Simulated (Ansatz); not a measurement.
# CH7AlSi2: how energies converge with the basis set

The task here is to estimate one member of a computed series from the others.

Method: one geometry, several basis sets; program: Ansatz 0.2.0, Gaussian basis.

Levels to be run: PBE0-D4/def2-SVP; ωB97M-V/def2-SVP; PBE0-D4/def2-QZVPP; ωB97M-V/def2-QZVPP; the functionals' def2-TZVPP values are taken from earlier runs.

## Structure used throughout

All runs share one geometry, relaxed beforehand with PBE0-D4 in a triple-zeta def2 set.

SMILES `[AlH2][SiH]1C[SiH2]1`, 11 atoms, charge 0, spin multiplicity 1.

Atoms are counted from 1 here; the program's logs count them from 0.

Bond lengths: Al1–Si2 2.400 Å, Al1–H5 1.585 Å, Al1–H6 1.586 Å, Si2–C3 1.901 Å, Si2–Si4 2.410 Å, Si2–H7 1.503 Å, C3–Si4 1.875 Å, C3–H8 1.087 Å, C3–H9 1.087 Å, Si4–H10 1.484 Å, Si4–H11 1.478 Å. Angles: Si2–Al1–H5 114.0°, Si2–Al1–H6 119.7°, H5–Al1–H6 124.0°, Al1–Si2–C3 111.3°, Al1–Si2–Si4 69.8°, Al1–Si2–H7 110.3°, C3–Si2–Si4 49.9°, C3–Si2–H7 102.6°, Si4–Si2–H7 92.4°, Si2–C3–Si4 79.3°, Si2–C3–H8 115.5°, Si2–C3–H9 115.3°, Si4–C3–H8 117.0°, Si4–C3–H9 113.8°, H8–C3–H9 112.2°, Si2–Si4–C3 50.8°, Si2–Si4–H10 126.5°, Si2–Si4–H11 118.7° and more.

Geometry (Å):

```
atom    x (Å)    y (Å)    z (Å)
 Al1  -1.5999   1.2233  -0.0850
 Si2   0.4267   0.7547   1.1122
  C3   1.6393  -0.2528   0.0498
 Si4   0.0028  -0.9749  -0.5121
  H5  -2.9083   1.1471   0.8064
  H6  -1.5304   1.9353  -1.5004
  H7   0.1506  -0.1710   2.2631
  H8   2.3072  -0.9115   0.5981
  H9   2.1596   0.3096  -0.7219
 H10  -0.2665  -0.7809  -1.9581
 H11  -0.3158  -2.3362  -0.0314
```

The first run:

File in.yaml:

```yaml
crystal:
  periodic: [false, false, false]
  atoms:
    - {symbol: Al, position_ang: [-1.599916, 1.223285, -0.084994]}
    - {symbol: Si, position_ang: [0.426674, 0.754683, 1.112202]}
    - {symbol: C, position_ang: [1.639302, -0.252772, 0.049770]}
    - {symbol: Si, position_ang: [0.002838, -0.974851, -0.512114]}
    - {symbol: H, position_ang: [-2.908315, 1.147138, 0.806440]}
    - {symbol: H, position_ang: [-1.530370, 1.935340, -1.500394]}
    - {symbol: H, position_ang: [0.150596, -0.170981, 2.263052]}
    - {symbol: H, position_ang: [2.307158, -0.911549, 0.598136]}
    - {symbol: H, position_ang: [2.159558, 0.309601, -0.721906]}
    - {symbol: H, position_ang: [-0.266490, -0.780864, -1.958145]}
    - {symbol: H, position_ang: [-0.315837, -2.336230, -0.031448]}
basis:
  gaussian: {orbitals: def2-SVP}
hamiltonian: {xc: pbe0, dispersion: d4}
output: {orbitals: {seedname: orbitals}}
```

On the command line:

```console
$ ansatz run in.yaml --threads 2 --pin off --events-out ev --progress --plain --max-ram 4352MiB
```

Among the steps run: PBE0-D4 in def2-SVP; ωB97M-V in def2-SVP; PBE0-D4 in def2-QZVPP; ωB97M-V in def2-QZVPP.

One of the session's tables, all rows but one given; the rest of the session is left out.

It belongs to the step «Density functionals: the series». 

| functional | basis | HOMO (eV) | LUMO (eV) |
| --- | --- | --- | --- |
| PBE0-D4 | def2-SVP | -6.80 | -1.97 |
| PBE0-D4 | def2-TZVPP | -6.75 | -2.00 |
| PBE0-D4 | def2-QZVPP | ? | ? |
| ωB97M-V | def2-SVP | -8.60 | -0.16 |
| ωB97M-V | def2-TZVPP | -8.59 | -0.26 |
| ωB97M-V | def2-QZVPP | -8.59 | -0.32 |

Q: Estimate the row for PBE0-D4, def2-QZVPP from the others.

The run gave: HOMO (eV): -6.75; LUMO (eV): -2.01.
